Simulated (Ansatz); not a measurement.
# C2H5NOSi: molecular dynamics

Purpose: to follow the molecule's vibrations and see whether its bonds hold. The start is relaxed first. Runs: 500 steps of 0.25 fs at constant energy, with velocities drawn for 2000 K. SMILES of the start: O=C=NC[SiH3].

All numbers below are computed with Ansatz 0.2.0 (UHF/STO-3G).

**1. The starting structure**

Bond lengths: O1–C2 1.187 Å, C2–N3 1.161 Å, N3–C4 1.551 Å, C4–Si5 1.825 Å, C4–H6 1.125 Å, C4–H7 1.067 Å, Si5–H8 1.506 Å, Si5–H9 1.509 Å, Si5–H10 1.468 Å. Angles: O1–C2–N3 177.9°, C2–N3–C4 114.4°, N3–C4–Si5 109.1°, N3–C4–H6 104.4°, N3–C4–H7 110.6°, Si5–C4–H6 108.9°, Si5–C4–H7 112.6°, H6–C4–H7 111.0°, C4–Si5–H8 111.4°, C4–Si5–H9 114.4°, C4–Si5–H10 109.7°, H8–Si5–H9 107.1°, H8–Si5–H10 105.4°, H9–Si5–H10 108.4°.

Structure file:

```xyz
10

O    -1.8247   -2.8384   -0.5258
C    -1.4303   -1.8212   -0.0590
N    -1.0039   -0.8412    0.3956
C     0.1679   -0.2199   -0.4075
Si    0.7287    1.2985    0.4345
H    -0.2882    0.0601   -1.3966
H     0.9531   -0.9302   -0.5364
H     1.3336    0.9909    1.7785
H    -0.3568    2.3225    0.6615
H     1.8037    1.9277   -0.3420
```

**2. Relaxing the start**

Contents of input.yaml:

```yaml
crystal:
  periodic: [false, false, false]
  atoms:
    - { symbol: O, position_ang: [-1.8247, -2.8384, -0.5258] }
    - { symbol: C, position_ang: [-1.4303, -1.8212, -0.059] }
    - { symbol: "N", position_ang: [-1.0039, -0.8412, 0.3956] }
    - { symbol: C, position_ang: [0.1679, -0.2199, -0.4075] }
    - { symbol: Si, position_ang: [0.7287, 1.2985, 0.4345] }
    - { symbol: H, position_ang: [-0.2882, 0.0601, -1.3966] }
    - { symbol: H, position_ang: [0.9531, -0.9302, -0.5364] }
    - { symbol: H, position_ang: [1.3336, 0.9909, 1.7785] }
    - { symbol: H, position_ang: [-0.3568, 2.3225, 0.6615] }
    - { symbol: H, position_ang: [1.8037, 1.9277, -0.342] }
magnetization:
  spin_polarized: true
basis:
  gaussian: { orbitals: STO-3G }
hamiltonian:
  xc: hf
relax:
  f_tol: 0.02
  max_steps: 40
```

Launch:

```
$ ansatz run input.yaml --threads 1 --pin off --max-ram 2048MiB --backend cpu --events-out ev --progress --plain --runs-dir out
```

Standard output, cut to the lines that bear on the results:

```text
Warning: RAYON_NUM_THREADS=1 ignored (pool sized by the plan → 1); use --threads N
[...]
Functional definition: HF
[...]
491 factors; integrals over basis functions are off by at most 9.9e-6 eV
[...]
mean field -13356.31143813 eV, -490.8353921181 hartree, gradient 3.2e-5 eV, S^2 0.000000; 0 other end points of the search recorded, 0 dependent functions left out
[...]
reference -13356.31143813 eV, -490.8353921181 hartree; 23, 23 occupied and 11, 11 virtual orbitals, 491 factors
relax step   1: F+E_penalty+E_count = -13356.31143813 eV  Δ(F+E_penalty+E_count) = +0.000e0 eV  max|allowed force component| = 8.259e0 eV/Å  Δτ_max = 0.0000 Å  (65 SCF iters, accepted)
[...]
relax step   7: F+E_penalty+E_count = -13357.21822317 eV  Δ(F+E_penalty+E_count) = -5.558e-4 eV  max|allowed force component| = 5.099e-2 eV/Å  Δτ_max = 0.0060 Å  (39 SCF iters, accepted)
[...]
relax step   8: F+E_penalty+E_count = -13357.21836632 eV  Δ(F+E_penalty+E_count) = -1.432e-4 eV  max|allowed force component| = 1.118e-2 eV/Å  Δτ_max = 0.0057 Å  (38 SCF iters, accepted)
491 factors; integrals over basis functions are off by at most 1.1e-5 eV
[...]
mean field -13357.21836632 eV, -490.8687211144 hartree, gradient 2.3e-5 eV, S^2 0.000000; 1 other end points of the search recorded, 0 dependent functions left out
[...]
reference -13357.21836632 eV, -490.8687211144 hartree; 23, 23 occupied and 11, 11 virtual orbitals, 491 factors
Total energy: -13357.21836632 eV, -490.8687211144 hartree
Atom 0 at    -2.086246    -2.899904    -0.251690 Å, force     0.001496    -0.000818    -0.003251 eV/Å
Atom 1 at    -1.435488    -1.917941    -0.099384 Å, force    -0.011107    -0.006633     0.007547 eV/Å
Atom 2 at    -0.884820    -0.875517     0.259440 Å, force     0.011180     0.006090    -0.007894 eV/Å
Atom 3 at     0.198811    -0.165493    -0.477487 Å, force    -0.000288    -0.000794    -0.000087 eV/Å
Atom 4 at     0.745094     1.347121     0.493548 Å, force     0.001718     0.005822     0.003716 eV/Å
Atom 5 at    -0.162640     0.125204    -1.465317 Å, force     0.001221    -0.002423     0.002090 eV/Å
Atom 6 at     1.039757    -0.842938    -0.634669 Å, force    -0.003107     0.000919    -0.000887 eV/Å
Atom 7 at     1.243832     0.947337     1.763332 Å, force    -0.001077    -0.000135    -0.001840 eV/Å
Atom 8 at    -0.352734     2.235679     0.655135 Å, force     0.001043    -0.001817    -0.000297 eV/Å
Atom 9 at     1.777534     1.995252    -0.240108 Å, force    -0.001079    -0.000211     0.000901 eV/Å
Dipole moment:     0.346823     0.262970    -0.194685 e Å
```

Run time: 11 s. Hardware: 1 thread of Arm Neoverse V1, shared host; peak memory 0.13 GiB.

The steps of the relaxation:

```
step  energy from step 1 (eV)  largest force component (eV/Å)
   1                   0.0000                          8.2587
   2                  -0.7824                          0.9069
   3                  -0.8380                          0.6399
   4                  -0.8701                          0.7599
   5                  -0.8951                          1.1440
   6                  -0.9062                          0.1899
   7                  -0.9068                          0.0510
   8                  -0.9069                          0.0112
```

Step 1 is the start.

After: Bond lengths: O1–C2 1.188 Å, C2–N3 1.232 Å, N3–C4 1.490 Å, C4–Si5 1.879 Å, C4–H6 1.091 Å, C4–H7 1.091 Å, Si5–H8 1.422 Å, Si5–H9 1.422 Å, Si5–H10 1.423 Å. Angles: O1–C2–N3 168.9°, C2–N3–C4 125.7°, N3–C4–Si5 109.8°, N3–C4–H6 109.5°, N3–C4–H7 109.6°, Si5–C4–H6 110.5°, Si5–C4–H7 110.5°, H6–C4–H7 106.9°, C4–Si5–H8 109.7°, C4–Si5–H9 109.7°, C4–Si5–H10 108.1°, H8–Si5–H9 110.2°, H8–Si5–H10 109.5°, H9–Si5–H10 109.5°.

**3. The run**

500 steps of 0.25 fs at constant energy, with velocities drawn for 2000 K, from the relaxed start.

Contents of input.yaml:

```yaml
crystal:
  periodic: [false, false, false]
  atoms:
    - { symbol: O, position_ang: [-2.086246, -2.899904, -0.25169] }
    - { symbol: C, position_ang: [-1.435488, -1.917941, -0.099384] }
    - { symbol: "N", position_ang: [-0.88482, -0.875517, 0.25944] }
    - { symbol: C, position_ang: [0.198811, -0.165493, -0.477487] }
    - { symbol: Si, position_ang: [0.745094, 1.347121, 0.493548] }
    - { symbol: H, position_ang: [-0.16264, 0.125204, -1.465317] }
    - { symbol: H, position_ang: [1.039757, -0.842938, -0.634669] }
    - { symbol: H, position_ang: [1.243832, 0.947337, 1.763332] }
    - { symbol: H, position_ang: [-0.352734, 2.235679, 0.655135] }
    - { symbol: H, position_ang: [1.777534, 1.995252, -0.240108] }
magnetization:
  spin_polarized: true
basis:
  gaussian: { orbitals: STO-3G }
hamiltonian:
  xc: hf
md:
  timestep: 0.25
  n_steps: 500
  ensemble: nve
  temperature: 2000.0
  initial_velocities: maxwell_boltzmann
  seed: 550716
```

Launch:

```
$ ansatz run input.yaml --threads 1 --pin off --max-ram 2048MiB --backend cpu --events-out ev --progress --plain --runs-dir out
```

Standard output, cut to the lines that bear on the results:

```text
Warning: RAYON_NUM_THREADS=1 ignored (pool sized by the plan → 1); use --threads N
[...]
Functional definition: HF
[...]
492 factors; integrals over basis functions are off by at most 1.1e-5 eV
[...]
mean field -13357.21836964 eV, -490.8687212363 hartree, gradient 3.5e-5 eV, S^2 0.000000; 0 other end points of the search recorded, 0 dependent functions left out
[...]
reference -13357.21836964 eV, -490.8687212363 hartree; 23, 23 occupied and 11, 11 virtual orbitals, 492 factors
md step     0: t =     0.00 fs  T =  2000.0 K  F+E_penalty+E_count = -13357.21836964 eV  E_kin = 2.068160 eV  conserved = -13355.15020965 eV  (57 SCF iters)
[...]
md step    20: t =     5.00 fs  T =  1290.9 K  F+E_penalty+E_count = -13356.48420059 eV  E_kin = 1.334917 eV  conserved = -13355.14928399 eV  (41 SCF iters)
[...]
md step    40: t =    10.00 fs  T =   934.2 K  F+E_penalty+E_count = -13356.11466185 eV  E_kin = 0.966015 eV  conserved = -13355.14864694 eV  (43 SCF iters)
[...]
md step    60: t =    15.00 fs  T =  1234.1 K  F+E_penalty+E_count = -13356.42501703 eV  E_kin = 1.276201 eV  conserved = -13355.14881586 eV  (44 SCF iters)
[...]
md step    79: t =    19.75 fs  T =  1252.3 K  F+E_penalty+E_count = -13356.44327716 eV  E_kin = 1.294941 eV  conserved = -13355.14833633 eV  (113 SCF iters)
md step    80: t =    20.00 fs  T =  1248.6 K  F+E_penalty+E_count = -13356.43942155 eV  E_kin = 1.291126 eV  conserved = -13355.14829555 eV  (39 SCF iters)
```

**4. The log goes on: dynamics from the start**

The log, continued, cut to the lines that bear on the results:

```text
md step    81: t =    20.25 fs  T =  1251.3 K  F+E_penalty+E_count = -13356.44219518 eV  E_kin = 1.293900 eV  conserved = -13355.14829495 eV  (38 SCF iters)
[...]
md step   107: t =    26.75 fs  T =  1138.2 K  F+E_penalty+E_count = -13356.32571383 eV  E_kin = 1.177014 eV  conserved = -13355.14869972 eV  (36 SCF iters)
[...]
md step   133: t =    33.25 fs  T =  1080.3 K  F+E_penalty+E_count = -13356.26619365 eV  E_kin = 1.117089 eV  conserved = -13355.14910494 eV  (41 SCF iters)
[...]
md step   159: t =    39.75 fs  T =   921.6 K  F+E_penalty+E_count = -13356.10221960 eV  E_kin = 0.952973 eV  conserved = -13355.14924631 eV  (59 SCF iters)
[...]
md step   183: t =    45.75 fs  T =  1158.9 K  F+E_penalty+E_count = -13356.34793325 eV  E_kin = 1.198378 eV  conserved = -13355.14955534 eV  (40 SCF iters)
md step   184: t =    46.00 fs  T =  1185.8 K  F+E_penalty+E_count = -13356.37582731 eV  E_kin = 1.226179 eV  conserved = -13355.14964878 eV  (40 SCF iters)
```

**5. The output, continued: dynamics from the start**

Output, continued, cut to the lines that bear on the results:

```text
md step   185: t =    46.25 fs  T =  1200.3 K  F+E_penalty+E_count = -13356.39088651 eV  E_kin = 1.241209 eV  conserved = -13355.14967777 eV  (40 SCF iters)
[...]
md step   205: t =    51.25 fs  T =  1250.7 K  F+E_penalty+E_count = -13356.44312918 eV  E_kin = 1.293371 eV  conserved = -13355.14975804 eV  (36 SCF iters)
[...]
md step   225: t =    56.25 fs  T =  1071.6 K  F+E_penalty+E_count = -13356.25740599 eV  E_kin = 1.108125 eV  conserved = -13355.14928086 eV  (37 SCF iters)
[...]
md step   245: t =    61.25 fs  T =   709.0 K  F+E_penalty+E_count = -13355.88168518 eV  E_kin = 0.733188 eV  conserved = -13355.14849692 eV  (115 SCF iters)
[...]
md step   498: t =   124.50 fs  T =  1199.0 K  F+E_penalty+E_count = -13356.38827616 eV  E_kin = 1.239905 eV  conserved = -13355.14837098 eV  (35 SCF iters)
[...]
Atom 0 at    -2.336400    -2.530068     0.047210 Å, force    -1.627856    -1.211382     0.012591 eV/Å
Atom 1 at    -1.360741    -1.887674    -0.093170 Å, force     2.650130     2.220049    -0.133106 eV/Å
Atom 2 at    -0.287740    -1.300060     0.026457 Å, force     0.358535     0.803583    -0.905306 eV/Å
Atom 3 at     0.448830    -0.119207    -0.676018 Å, force    -0.932864    -3.529449    -0.578867 eV/Å
Atom 4 at     0.465475     1.312168     0.525146 Å, force     2.727279     2.170506    -0.390324 eV/Å
Atom 5 at    -0.099947     0.111120    -1.634267 Å, force     1.192582    -0.427666     0.998381 eV/Å
Atom 6 at     1.514963    -0.561959    -0.872444 Å, force    -2.785706     1.613077     0.183365 eV/Å
Atom 7 at    -0.461588     2.451195     0.319784 Å, force     0.904569    -1.454011    -0.203056 eV/Å
Atom 8 at     1.913843     1.740336     0.341556 Å, force    -2.444675    -0.088545     0.662851 eV/Å
Atom 9 at     0.272967     0.810865     1.828296 Å, force    -0.041995    -0.096162     0.353471 eV/Å
Dipole moment:     0.211524     0.497260    -0.236086 e Å
```

Wall time 6.1 min (1 thread of Arm Neoverse V1, shared host); peak memory 0.093 GiB.

**6. What the atoms did**

One step in 26; energies are changes from step 0:

| time (fs) | T (K) | potential energy change (meV/atom) | total energy change (meV/atom) |
| --- | --- | --- | --- |
| 0.0 | 2000 | 0.0 | 0.00 |
| 6.5 | 1125 | 90.6 | 0.13 |
| 13.0 | 1082 | 95.0 | 0.16 |
| 19.5 | 1262 | 76.5 | 0.18 |
| 26.0 | 985 | 105.2 | 0.24 |
| 32.5 | 932 | 110.6 | 0.18 |
| 39.0 | 869 | 117.1 | 0.12 |
| 45.5 | 1121 | 91.0 | 0.08 |
| 52.0 | 1182 | 84.7 | 0.07 |
| 58.5 | 912 | 112.6 | 0.11 |
| 65.0 | 895 | 114.4 | 0.16 |
| 71.5 | 985 | 105.1 | 0.18 |
| 78.0 | 791 | 125.2 | 0.19 |
| 84.5 | 1141 | 89.0 | 0.11 |
| 91.0 | 1152 | 87.8 | 0.11 |
| 97.5 | 1225 | 80.3 | 0.09 |
| 104.0 | 1368 | 65.4 | 0.04 |
| 110.5 | 1109 | 92.3 | 0.16 |
| 117.0 | 1185 | 84.5 | 0.17 |
| 123.5 | 1284 | 74.2 | 0.17 |
| 125.0 | 1198 | 83.1 | 0.18 |

time (fs), T (K) and a bar:
```
      0.0       2000 ##############################
      5.5       1269 ##############
     10.8       1010 ########
     16.2       1359 ################
     21.8       1360 ################
     27.2       1257 #############
     32.5        932 ######
     38.0        785 ###
     43.5        748 ##
     49.0       1015 ########
     54.2        841 ####
     59.8        658 
     65.2        881 #####
     70.8       1051 #########
     76.0        986 #######
     81.5        911 ######
     87.0       1271 ##############
     92.5       1176 ############
     97.8       1233 #############
    103.2       1332 ###############
    108.8       1252 #############
    114.2       1265 ##############
    119.5       1434 #################
    125.0       1198 ############
```

Maxima of the velocity power spectrum (cm⁻¹, relative height; resolution about 530 cm⁻¹): 930 (60), 1730 (19), 2400 (13), 2870 (34), 3540 (10).

**7. Frames from the trajectory**

Extended XYZ, with forces in eV/Å:

```xyz
10
time_fs=15.5 T=1295 dE=0.7307
O    -2.188   -2.829   -0.354    2.924    2.323    0.003
C    -1.348   -1.966   -0.143   -3.328   -1.795    1.604
N    -0.763   -1.034    0.482    0.704   -0.278   -1.741
C     0.137   -0.182   -0.432    1.309   -0.670    2.462
Si    0.746    1.405    0.437    1.310   -0.355   -0.942
H    -0.489    0.025   -1.259    0.098    0.480   -1.870
H     1.020   -0.815   -0.654   -0.832    0.580   -0.651
H     0.738    1.118    1.786    0.366   -0.295    1.414
H    -0.185    2.397    0.261   -1.176    1.186   -0.444
H     2.054    1.982    0.035   -1.374   -1.177    0.163
10
time_fs=31.2 T=820 dE=1.2228
O    -2.189   -2.731   -0.502    1.708    2.149    2.587
C    -1.439   -1.947    0.084   -3.665   -3.936   -4.440
N    -0.561   -1.236    0.485    2.161    2.838    1.409
C     0.119   -0.174   -0.375   -2.138   -0.186   -0.264
Si    0.692    1.430    0.415   -1.716    1.753    1.100
H    -0.586    0.190   -1.192    1.417   -1.585    0.781
H     1.012   -0.703   -0.742   -0.636    0.596   -0.555
H     0.674    1.480    1.904   -0.374    0.043   -1.839
H     0.076    2.654   -0.295    0.913   -2.373    1.580
H     1.985    1.300    0.018    2.327    0.701   -0.359
10
time_fs=47.0 T=1172 dE=0.8571
O    -2.209   -2.624   -0.518    1.862    2.479    1.868
C    -1.406   -1.891    0.036   -3.114   -4.439   -2.015
N    -0.418   -1.372    0.573    0.383    2.000   -0.181
C     0.005   -0.237   -0.353    0.979    2.209   -0.119
Si    0.686    1.431    0.395    0.280   -1.139   -0.013
H    -0.728   -0.010   -1.173    0.619   -0.254    1.377
H     0.880   -0.578   -0.866    0.669   -0.860   -0.686
H     0.140    1.767    1.637   -0.088   -0.287    0.950
H     0.180    2.421   -0.421   -0.299    0.932   -1.162
H     2.148    1.580    0.414   -1.291   -0.642   -0.019
10
time_fs=62.5 T=920 dE=1.1177
O    -2.281   -2.489   -0.479    2.749    0.721    1.093
C    -1.268   -2.002   -0.025   -1.862    0.007    0.333
N    -0.364   -1.357    0.604   -0.136   -0.781   -1.502
C     0.112   -0.225   -0.319   -1.424   -0.612   -1.822
Si    0.619    1.405    0.367    2.213   -1.607    1.775
H    -0.783    0.104   -0.776   -1.872    0.797   -0.445
H     0.551   -0.561   -1.264    1.523   -0.513    1.077
H    -0.265    1.537    1.443   -0.576    0.838    0.367
H     0.515    2.315   -0.682   -0.177    0.775   -0.464
H     1.950    1.339    0.921   -0.439    0.374   -0.413
10
time_fs=78.0 T=791 dE=1.2519
O    -2.262   -2.388   -0.404    0.083   -1.290    0.090
C    -1.210   -2.041    0.027   -2.697    0.249   -0.792
N    -0.303   -1.358    0.496    1.076    0.823    0.836
C    -0.009   -0.213   -0.447    3.023   -1.265   -2.220
Si    0.587    1.351    0.428   -2.877    4.084   -3.783
H    -0.689   -0.127   -1.355    0.335    0.361    2.229
H     0.931   -0.604   -0.949   -1.076    0.998    0.567
H    -0.488    2.162    1.070    1.272   -1.517   -0.232
H     0.934    2.268   -0.756   -0.388   -1.752    2.033
H     1.738    1.258    1.161    1.248   -0.691    1.272
10
time_fs=93.8 T=1118 dE=0.9134
O    -2.301   -2.458   -0.326    0.923    0.449    0.893
C    -1.317   -1.904    0.060    2.735    1.139    0.014
N    -0.182   -1.356    0.416   -3.411   -1.303   -1.536
C     0.157   -0.209   -0.559   -2.894    1.013    1.844
Si    0.530    1.353    0.427    1.571   -4.217    3.186
H    -0.723    0.012   -1.158    0.310   -0.348   -0.785
H     0.974   -0.486   -1.163    1.231   -0.549   -1.072
H    -0.534    2.042    0.972   -1.335    0.886   -0.298
H     1.442    2.083   -0.288    0.998    1.311   -0.714
H     1.105    0.667    1.634   -0.129    1.619   -1.532
10
time_fs=109.5 T=1249 dE=0.7772
O    -2.263   -2.490   -0.152   -4.590   -2.751   -0.400
C    -1.353   -1.809    0.008    4.182    1.799    0.279
N    -0.232   -1.328    0.211   -0.122   -0.233    0.327
C     0.226   -0.207   -0.642    1.775    0.848    3.107
Si    0.522    1.298    0.499   -0.913    0.844   -2.355
H    -0.543    0.072   -1.315   -0.264    0.222   -1.564
H     1.168   -0.496   -1.069    0.128   -0.381   -1.131
H    -0.682    1.932    0.086   -0.124    0.722    1.093
H     1.562    2.202    0.127    0.174   -0.486   -0.299
H     0.677    1.093    1.865   -0.245   -0.584    0.944
10
time_fs=125.0 T=1198 dE=0.8309
O    -2.336   -2.530    0.047   -1.628   -1.211    0.013
C    -1.361   -1.888   -0.093    2.650    2.220   -0.133
N    -0.288   -1.300    0.026    0.358    0.804   -0.905
C     0.449   -0.119   -0.676   -0.933   -3.529   -0.579
Si    0.466    1.312    0.525    2.727    2.171   -0.390
H    -0.100    0.111   -1.634    1.193   -0.428    0.998
H     1.515   -0.562   -0.872   -2.786    1.613    0.183
H    -0.462    2.451    0.320    0.905   -1.454   -0.203
H     1.914    1.740    0.342   -2.445   -0.088    0.663
H     0.273    0.811    1.828   -0.042   -0.096    0.353
```

**8. Outcome**

| quantity | value |
| --- | --- |
| relaxation of the start | 7 moves, 0.907 eV lower |
| length | 500 steps of 0.25 fs |
| temperature, first and last step | 2000 and 1198 K |
| temperature, second half | mean 1119 K, from 787 to 1526 K |
| potential energy, second half | +91 meV/atom from the start |
| largest change of the total energy | 0.26 meV/atom |
| bonds formed or broken | 0 |

**Reading.** The temperature starts at 2000 K and averages 1119 K in the second half, where it ranges from 787 to 1526 K. About half is expected from a start at a minimum: kinetic energy passes into potential energy until both shares match. The total energy strays from its start by at most 0.26 meV/atom, 0.2 % of the mean kinetic energy, so a step of 0.25 fs is short enough over this time. The bonds all hold. Averages from a run of 125 fs with 10 atoms are rough. The nuclei move classically, without zero-point motion, which matters most for hydrogen. In so small a basis the energies are only a sketch.
